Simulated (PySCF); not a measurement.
# C11H12N2: the cost of one run

Programs: PySCF 2.14.0, with routines of our own; each step states its level. All values are computed. Atoms count from 0.

## 1. The system as given

25 atoms, charge 0, multiplicity 1; geometry from: GFN2-xTB.

## 2. Vibronic structure: TDDFT PBE0/6-31+G*

What the job is given:

```
{"job": {"kind": "vib", "xc": "PBE0", "basis": "6-31+G*", "tda": false}, "charge": 0, "multiplicity": 1}
C      4.107381     0.070391    -0.460067
C      2.625259    -0.053569    -0.263971
C      1.768272     0.690045    -1.099811
C      0.400492     0.637546    -0.990440
C     -0.124519    -0.192193    -0.002228
C      0.714472    -0.944890     0.853930
C     -0.193241    -1.630854     1.699779
N     -1.431093    -1.334444     1.394042
N     -1.403694    -0.470971     0.368794
C     -2.590493     0.046890    -0.211424
C     -3.817005     0.136283     0.639880
C     -3.097062     1.388463     0.246026
C      2.102708    -0.869473     0.713291
H      4.433037     1.090491    -0.255736
H      4.644334    -0.603379     0.202887
H      4.376218    -0.165089    -1.489349
H      2.215397     1.323615    -1.852550
H     -0.243362     1.215151    -1.636132
H      0.019232    -2.312441     2.499464
H     -2.700241    -0.209244    -1.260946
H     -3.722282    -0.203004     1.658842
H     -4.769165    -0.084549     0.183924
H     -3.544498     2.039530    -0.488953
H     -2.527419     1.904456     1.003411
H      2.746335    -1.444620     1.362825
```

With the program's defaults for keys left out, this is: TDDFT PBE0/6-31+G* vertical-gradient vibronic structure (displaced harmonic oscillators, Condon), gas phase.

Run with:

```console
OMP_NUM_THREADS=1 python excited_run.py task.json out
```

One launch serves the whole session: the jobs run in the order shown.

Q: Estimate the wall time and peak memory of this first job on 1 thread of Intel Xeon 6975P-C, shared host.

About 1.9 min, with a peak of 1.9 GiB.
